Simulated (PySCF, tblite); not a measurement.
# C₆H₉BP radical: geometry, infrared bands and EPR parameters

What infrared bands and EPR parameters should C₆H₉BP radical (`C=CB(P)C1=C[CH]C1`) show?

Computed with tblite 0.8.0 and PySCF 2.14.0, with density-fitted response routines of our own, on a single molecule in the gas phase. Atoms are numbered from 0 throughout.

## 1. Starting geometry

17 atoms, charge 0, multiplicity 2; geometry from: force field or distance geometry start.

Bonds of the start (Å): C0–C1 1.35, C1–B2 1.56, B2–P3 1.95, B2–C4 1.59, C4–C5 1.28, C5–C6 1.46, C6–C7 1.50, C7–C4 1.46, C0–H8 1.08, C0–H9 1.09, C1–H10 1.10, P3–H11 1.43, P3–H12 1.47, C5–H13 1.10, C6–H14 1.12, C7–H15 1.12, C7–H16 1.12.

## 2. Relaxing the molecule with GFN2-xTB

Job settings and geometry (Å):

```
{"job": {"kind": "relax", "xc": "GFN2-xTB", "basis": "xTB"}, "charge": 0, "multiplicity": 2}
C      2.522400    -0.334700     0.521800
C      1.620600     0.664100     0.596300
B      0.441600     0.775600    -0.418700
P      0.755700     0.164000    -2.248000
C     -0.971800     0.373300     0.189200
C     -1.675300     0.821700     1.158400
C     -2.773900    -0.122900     0.973900
C     -1.955600    -0.647400    -0.162400
H      3.349000    -0.446100     1.213200
H      2.370800    -1.051600    -0.281700
H      1.690400     1.426700     1.392700
H      1.640400     1.032600    -2.960000
H      1.261500    -1.217300    -2.188300
H     -1.516500     1.630500     1.894300
H     -2.735500    -0.885700     1.799000
H     -2.446000    -0.478600    -1.154100
H     -1.584600    -1.692100    -0.036500
```

On the command line:

```bash
$ OMP_NUM_THREADS=1 python probes_run.py task.json out
```

One launch serves the whole session: the jobs run in the order shown.

The program printed:

```text
step      E/eV     max force
  0    -569.26882    6.606
  1    -569.91412    4.382
  2    -570.34526    1.866
  3    -570.89291    2.904
  4    -571.18110    2.051
  5    -571.29731    0.868
  6    -571.36218    0.736
  7    -571.44294    1.188
  8    -571.49310    0.860
  9    -571.54214    0.579
 10    -571.57854    0.537
 11    -571.60691    0.657
 12    -571.62907    0.494
 13    -571.64343    0.451
 14    -571.65351    0.293
 15    -571.66006    0.246
 16    -571.66506    0.152
 17    -571.66918    0.171
 18    -571.67395    0.215
 19    -571.67890    0.205
 20    -571.68508    0.164
 21    -571.69273    0.242
 22    -571.70147    0.343
 23    -571.70965    0.298
 24    -571.71594    0.205
 25    -571.72213    0.274
 26    -571.72894    0.287
 27    -571.73598    0.208
 28    -571.74263    0.179
 29    -571.75041    0.216
 30    -571.76199    0.375
 31    -571.77816    0.485
 32    -571.79325    0.396
 33    -571.80374    0.229
 34    -571.80888    0.430
 35    -571.81526    0.252
 36    -571.81897    0.394
 37    -571.82416    0.167
 38    -571.82673    0.129
 39    -571.82928    0.129
 40    -571.83170    0.115
 41    -571.83415    0.118
 42    -571.83568    0.112
 43    -571.83675    0.083
 44    -571.83780    0.084
 45    -571.83911    0.088
 46    -571.84059    0.114
 47    -571.84192    0.141
 48    -571.84303    0.096
 49    -571.84401    0.066
 50    -571.84519    0.094
 51    -571.84620    0.094
 52    -571.84756    0.088
 53    -571.84901    0.109
 54    -571.85089    0.128
 55    -571.85354    0.159
 56    -571.85778    0.200
 57    -571.86362    0.209
 58    -571.86987    0.209
 59    -571.87504    0.188
 60    -571.87823    0.267
 61    -571.88045    0.286
 62    -571.88430    0.125
 63    -571.88914    0.121
 64    -571.89565    0.221
 65    -571.89996    0.459
 66    -571.90745    0.328
 67    -571.91643    0.310
 68    -571.92544    0.199
 69    -571.92473    0.515
 70    -571.93625    0.181
 71    -571.94184    0.196
 72    -571.95395    0.369
 73    -571.96113    0.200
 74    -571.96846    0.226
 75    -571.97642    0.334
 76    -571.98702    0.308
 77    -571.99427    0.574
 78    -571.99797    0.402
 79    -572.01071    0.280
 80    -572.01500    0.176
 81    -572.02325    0.214
 82    -572.02808    0.176
 83    -572.03244    0.268
 84    -572.03665    0.160
 85    -572.04075    0.160
 86    -572.04706    0.212
 87    -572.05047    0.164
 88    -572.05506    0.152
 89    -572.06009    0.146
 90    -572.06520    0.221
 91    -572.07104    0.229
 92    -572.07671    0.304
 93    -572.08087    0.209
 94    -572.08430    0.317
 95    -572.08843    0.135
 96    -572.09182    0.098
 97    -572.09543    0.103
 98    -572.09744    0.082
 99    -572.09849    0.072
100    -572.09919    0.070
101    -572.10002    0.067
102    -572.10100    0.078
103    -572.10193    0.086
104    -572.10287    0.095
105    -572.10381    0.082
106    -572.10477    0.070
107    -572.10584    0.075
108    -572.10677    0.068
109    -572.10751    0.055
110    -572.10816    0.054
111    -572.10877    0.055
112    -572.10938    0.052
113    -572.10992    0.047
114    -572.11031    0.053
115    -572.11059    0.041
116    -572.11087    0.034
117    -572.11117    0.038
118    -572.11149    0.042
119    -572.11181    0.055
120    -572.11215    0.051
121    -572.11258    0.055
122    -572.11307    0.054
123    -572.11347    0.035
124    -572.11372    0.037
125    -572.11392    0.036
126    -572.11420    0.049
127    -572.11465    0.070
128    -572.11526    0.088
129    -572.11586    0.081
130    -572.11631    0.077
131    -572.11666    0.058
132    -572.11695    0.055
133    -572.11718    0.036
134    -572.11732    0.034
135    -572.11739    0.018
136    -572.11744    0.022
137    -572.11752    0.031
138    -572.11762    0.029
139    -572.11773    0.020
140    -572.11783    0.021
141    -572.11793    0.022
142    -572.11805    0.025
143    -572.11819    0.023
144    -572.11831    0.027
145    -572.11841    0.027
146    -572.11851    0.023
147    -572.11860    0.020
148    -572.11866    0.015
149    -572.11869    0.008
```

Run time: 1.2 s. Hardware: 1 thread of Arm Neoverse V1, shared host.

Step by step: (not every step is listed)

```csv
step,energy from step 0 (eV),largest force (eV/Å)
0,0.0000,6.6056
1,-0.6453,4.3823
2,-1.0764,1.8661
3,-1.6241,2.9040
4,-1.9123,2.0513
5,-2.0285,0.8677
6,-2.0934,0.7355
7,-2.1741,1.1879
8,-2.2243,0.8599
21,-2.4239,0.2417
34,-2.5401,0.4296
47,-2.5731,0.1412
60,-2.6094,0.2670
73,-2.6923,0.2003
86,-2.7782,0.2118
99,-2.8297,0.0719
112,-2.8406,0.0519
125,-2.8451,0.0362
138,-2.8488,0.0292
144,-2.8495,0.0270
145,-2.8496,0.0269
146,-2.8497,0.0233
147,-2.8498,0.0201
148,-2.8498,0.0146
149,-2.8499,0.0083
```

Distances of close pairs at the start and the end, largest changes first:

```csv
bond,before (Å),after (Å),change (Å)
C4–C5,1.279,1.428,+0.149
C5–C6,1.461,1.361,-0.100
B2–C4,1.590,1.493,-0.098
P3–H12,1.472,1.385,-0.088
C4–C7,1.461,1.535,+0.075
C6–H14,1.124,1.074,-0.050
B2–P3,1.954,1.906,-0.049
P3–H11,1.430,1.385,-0.045
```

The end geometry stands in the next job.

## 3. Vibrational analysis with GFN2-xTB

Job settings and geometry (Å):

```
{"job": {"kind": "ir", "xc": "GFN2-xTB", "basis": "xTB"}, "charge": 0, "multiplicity": 2}
C      3.063054    -0.041238     0.483175
C      1.789420     0.262925     0.727211
B      0.601896    -0.055089    -0.220438
P      0.945471    -0.604181    -2.012566
C     -0.816573    -0.010143     0.242242
C     -1.536296     0.604722     1.311034
C     -2.745296     0.130046     0.905115
C     -2.144654    -0.561869    -0.294800
H      3.864143     0.173317     1.174299
H      3.352318    -0.540458    -0.431408
H      1.565170     0.741441     1.675714
H     -0.135394    -0.050209    -2.677588
H      1.840824     0.366961    -2.427549
H     -1.222667     1.223329     2.133314
H     -3.752099     0.188655     1.274773
H     -2.452106    -0.167302    -1.263855
H     -2.224208    -1.648877    -0.309659
```

The program printed:

```text
mode    cm-1     km/mol
  1      69.9      0.21
  2      84.0      0.39
  3     102.1      0.53
  4     136.0      3.11
  5     141.6      0.30
  6     189.5      3.80
  7     259.8      0.68
  8     319.4      4.15
  9     374.6      2.65
 10     440.3      2.79
 11     469.8     26.07
 12     556.4     50.23
 13     643.9    124.31
 14     677.2      5.61
 15     696.8      7.41
 16     824.8     15.12
 17     842.3      5.00
 18     909.6      3.84
 19     911.0      9.35
 20     958.4      5.49
 21     973.8      5.83
 22     999.3      3.97
 23    1024.0     14.65
 24    1036.6      0.48
 25    1053.6     11.95
 26    1065.5      0.93
 27    1126.1     43.78
 28    1135.6     23.11
 29    1187.7      4.43
 30    1241.9      3.70
 31    1287.9      0.40
 32    1381.6     52.13
 33    1410.8      2.42
 34    1446.6      1.63
 35    1531.4      3.66
 36    1630.7      8.43
 37    2293.3     96.35
 38    2379.5    131.60
 39    2968.2     31.89
 40    2989.8     34.08
 41    3014.4     37.81
 42    3055.7     23.64
 43    3083.5     68.14
 44    3108.5     33.46
 45    3126.8     63.92
```

Wall time 0.64 s (1 thread of Arm Neoverse V1, shared host).

The strongest bands and the atoms that carry them (share of the mass-weighted mode):

```csv
cm⁻¹,km/mol,atoms
556,50.2,"H12 22 %, C1 21 %, H8 19 %, H9 12 %"
644,124.3,"H12 28 %, B2 23 %, H11 22 %"
1126,43.8,"H11 22 %, H12 20 %, B2 12 %"
1382,52.1,"C4 44 %, C5 21 %, B2 14 %"
2293,96.3,"H11 50 %, H12 48 %"
2380,131.6,"H12 49 %, H11 47 %"
3084,68.1,"H8 77 %, H9 12 %"
3127,63.9,"H14 68 %, H13 23 %"
```

## 4. g tensor and hyperfine couplings: B3LYP/pcH-1

Settings changed since step 3:

```diff
@@ -1,2 +1,2 @@
-{"job": {"kind": "ir", "xc": "GFN2-xTB", "basis": "xTB"}, "charge": 0, "multiplicity": 2}
+{"job": {"kind": "epr", "basis": "pcH-1"}, "charge": 0, "multiplicity": 2}
 C      3.063054    -0.041238     0.483175
```

Level: UKS B3LYP, pcH-1 on B C H P, non-relativistic, mean-field spin-orbit, GIAO.

The program printed:

```text
UKS, coarse grid
  cycle   1  E = -600.11381940  |g| = 3.37e-01
  cycle   2  E = -600.07552112  |g| = 4.17e-01
  cycle   3  E = -600.17286327  |g| = 1.09e-01
  cycle   4  E = -600.17850225  |g| = 4.87e-02
  cycle   5  E = -600.17980611  |g| = 9.11e-03
  cycle   6  E = -600.17990284  |g| = 5.48e-03
  cycle   7  E = -600.17993958  |g| = 2.74e-03
  cycle   8  E = -600.17995121  |g| = 1.98e-03
  cycle   9  E = -600.17995332  |g| = 3.97e-04
UKS, final grid
  cycle   1  E = -600.17994384  |g| = 4.97e-04
  cycle   2  E = -600.17994362  |g| = 8.58e-04
  cycle   3  E = -600.17994401  |g| = 1.05e-04
  cycle   4  E = -600.17994402  |g| = 6.01e-05
  cycle   5  E = -600.17994403  |g| = 4.61e-05
  cycle   6  E = -600.17994403  |g| = 7.58e-06
E = -600.17994403 Eh   <S^2> = 0.7703 (exact 0.7500)
g shifts (ppm)      1          2          3
  rmc          -136       -136       -136
  gc              2         27         35
  oz_so        -178        451       1574
  total        -312        342       1474
hyperfine (MHz)  atom isotope    a_iso     a_fc   dipolar eigenvalues
    0   13C       5.46       5.47     -6.21     -5.68     11.89
    1   13C      -2.41      -2.41     -5.06      1.37      3.68
    2   11B     -11.46     -11.49     -9.94     -3.63     13.57
    3   31P      77.91      78.26    -32.02    -29.94     61.97
    4   13C      40.73      40.79    -43.37    -42.03     85.40
    5   13C     -34.32     -34.34    -22.32     10.68     11.64
    6   13C      45.10      45.15    -38.45    -36.50     74.95
    7   13C     -19.53     -19.53     -1.36      0.28      1.07
    8    1H      -5.09      -5.09     -3.10     -0.60      3.70
    9    1H      -4.76      -4.76     -1.59     -0.85      2.43
   10    1H       4.43       4.43     -2.20     -1.76      3.96
   11    1H      16.65      16.65     -2.40     -0.20      2.60
   12    1H      10.04      10.04     -1.82     -0.46      2.27
   13    1H       7.89       7.89     -3.60     -0.08      3.67
   14    1H     -32.76     -32.77    -18.95     -0.62     19.57
   15    1H      13.02      13.02     -4.99     -0.09      5.08
   16    1H      11.99      11.99     -4.67     -0.30      4.97
```

It took 2.1 min on 1 thread of Arm Neoverse V1, shared host; peak memory 0.97 GiB.

Principal g values 2.00201, 2.00266, 2.00379; g(iso) = 2.00282, against 2.00232 for a free electron.

Hyperfine couplings; where a row names several nuclei, a(iso) is their mean (it holds for fast rotation or exchange) and the dipolar term the largest among them:

```csv
nuclei,isotope,a(iso) (MHz),"a(iso) (G, at g = 2.0023)",largest dipolar term (MHz)
P3,31P,77.9,27.8,62.0
C6,13C,45.1,16.1,75.0
C4,13C,40.7,14.5,85.4
C5,13C,-34.3,-12.2,-22.3
H14,1H,-32.8,-11.7,19.6
C7,13C,-19.5,-7.0,-1.4
"H11, H12",1H,13.3,4.8,2.6
"H15, H16",1H,12.5,4.5,5.1
B2,11B,-11.5,-4.1,13.6
H13,1H,7.9,2.8,3.7
C0,13C,5.5,1.9,11.9
H8,1H,-5.1,-1.8,3.7
H9,1H,-4.8,-1.7,2.4
H10,1H,4.4,1.6,4.0
```

Mulliken spin populations:

C0 0.08; C1 -0.05; B2 0.10; P3 0.08; C4 0.56; C5 -0.21; C6 0.49; C7 -0.06; H8 0.00; H9 0.00; H10 0.00; H11 0.00; H12 0.00; H13 0.01; H14 -0.02; H15 0.01; H16 0.00

In first order the couplings over 0.8 MHz of 31P, 1H, 11B give 2304 distinct lines over 78.1 G, if the averaged nuclei exchange fast; the same motion can average rows kept apart here too.

Orbitals, density, ELF and potential are computed afterwards from the orbital file.

ELF in a plane through or near 10 of the atoms.

Values, 10 rows by 14 columns:
```
0.00 0.00 0.00 0.00 0.00 0.00 0.00 0.00 0.00 0.00 0.00 0.00 0.00 0.00
0.00 0.00 0.00 0.00 0.03 0.17 0.12 0.10 0.00 0.00 0.00 0.00 0.00 0.00
0.00 0.00 0.00 0.02 0.24 0.64 0.78 0.90 0.02 0.03 0.03 0.00 0.00 0.00
0.00 0.00 0.00 0.01 0.42 0.15 0.18 0.39 0.08 0.98 0.85 0.01 0.00 0.00
0.00 0.00 0.18 0.88 0.07 0.48 0.86 0.41 0.67 0.52 0.40 0.01 0.00 0.00
0.00 0.00 0.08 0.70 0.60 0.72 0.29 0.87 0.39 0.39 0.44 0.93 0.44 0.00
0.00 0.03 0.93 0.99 0.57 0.43 0.32 0.10 0.53 0.80 0.67 0.99 0.76 0.00
0.00 0.00 0.58 0.69 0.01 0.98 0.79 0.03 0.89 0.44 0.02 0.05 0.00 0.00
0.00 0.00 0.00 0.00 0.00 0.02 0.00 0.00 0.10 0.02 0.00 0.00 0.00 0.00
0.00 0.00 0.00 0.00 0.00 0.00 0.00 0.00 0.00 0.00 0.00 0.00 0.00 0.00
```
The map spans 12.9 Å across and 10.4 Å up, centred on the molecule. Atoms in the plane (x, y in Å): C0 (-3.0, -0.7), C1 (-1.7, -0.9), B2 (-0.6, 0.2), P3 (-1.1, 2.0), C4 (0.8, -0.1), C6 (2.8, -0.7), H8 (-3.7, -1.5), H10 (-1.4, -1.9), H14 (3.8, -0.9), H15 (2.3, 1.5).

log10 of the density (e/Å³) in the same plane.

Values, 10 rows by 14 columns:
```
-4.0 -4.0 -4.0 -4.0 -4.0 -3.8 -3.7 -3.9 -4.0 -4.0 -4.0 -4.0 -4.0 -4.0
-4.0 -4.0 -4.0 -3.5 -2.6 -2.0 -1.9 -2.2 -3.1 -4.0 -4.0 -4.0 -4.0 -4.0
-4.0 -4.0 -4.0 -2.6 -1.5 -0.6 -0.4 -0.8 -2.2 -2.4 -2.8 -3.9 -4.0 -4.0
-4.0 -4.0 -3.3 -2.2 -1.1  0.1  0.4 -0.8 -1.4 -0.4 -1.1 -2.7 -4.0 -4.0
-4.0 -3.6 -2.2 -1.0 -1.2 -0.6  0.0 -0.5 -0.3  0.3 -0.7 -2.1 -3.3 -4.0
-4.0 -3.0 -1.6 -0.1  0.1  0.1  0.0  0.2  0.3  0.0  0.2 -0.7 -2.1 -3.9
-4.0 -2.7 -1.2  0.1 -0.1  0.3 -0.7 -1.0  0.1  0.2 -0.1 -0.5 -1.9 -3.8
-4.0 -3.3 -2.1 -1.5 -1.7 -0.8 -1.4 -1.9 -0.8 -1.0 -1.9 -2.4 -3.2 -4.0
-4.0 -4.0 -4.0 -3.6 -3.4 -2.9 -3.1 -3.1 -2.5 -2.7 -3.6 -4.0 -4.0 -4.0
-4.0 -4.0 -4.0 -4.0 -4.0 -4.0 -4.0 -4.0 -4.0 -4.0 -4.0 -4.0 -4.0 -4.0
```
The map spans 12.9 Å across and 10.4 Å up, centred on the molecule. Atoms in the plane (x, y in Å): C0 (-3.0, -0.7), C1 (-1.7, -0.9), B2 (-0.6, 0.2), P3 (-1.1, 2.0), C4 (0.8, -0.1), C6 (2.8, -0.7), H8 (-3.7, -1.5), H10 (-1.4, -1.9), H14 (3.8, -0.9), H15 (2.3, 1.5).

On the surface of density 0.002 e/bohr³ the electrostatic potential runs, from the 1st to the 99th percentile, from -1.01 V near P3 to 1.03 V near H14.

The spin density lies nearest to C4 33 %; C6 26 %; B2 9 %; C5 8 % (beta excess).

## 5. Outcome

| quantity | value |
| --- | --- |
| strongest single infrared mode (GFN2-xTB) | 2380 cm⁻¹, 132 km/mol |
| zero-point energy (GFN2-xTB) | 78.9 kcal/mol |
| g(iso) (B3LYP) | 2.00282 |
| ⟨S²⟩ | 0.770 (exact 0.75) |
| largest a(iso) (averaged by class) | 31P on P3, 77.9 MHz |
| potential on the surface of density 0.002 e/bohr³, 1st and 99th percentile | -1.01 V and 1.03 V |

**Reading.** The optimisation took 149 steps and gained 2.850 eV; among the close pairs (by a distance rule), C4–C5 changed most, from 1.279 to 1.428 Å. All 45 modes are real, so the xTB geometry is a minimum. The strongest single mode, at 2380 cm⁻¹, moves mainly H12 and H11. Unscaled tight-binding wavenumbers are off by several per cent, some by more. Its intensities can rank the bands wrongly. The largest spin populations lie on C4 (0.56 e), C6 (0.49 e). The isotropic g lies 0.5 ppt above the free-electron value. These values are for one conformer; the search (at its own cheap level) found 2 more, at 0.02, 0.72 kcal/mol (those within 0.05 may be mirror or relabelled copies), and measured spectra average over such forms.
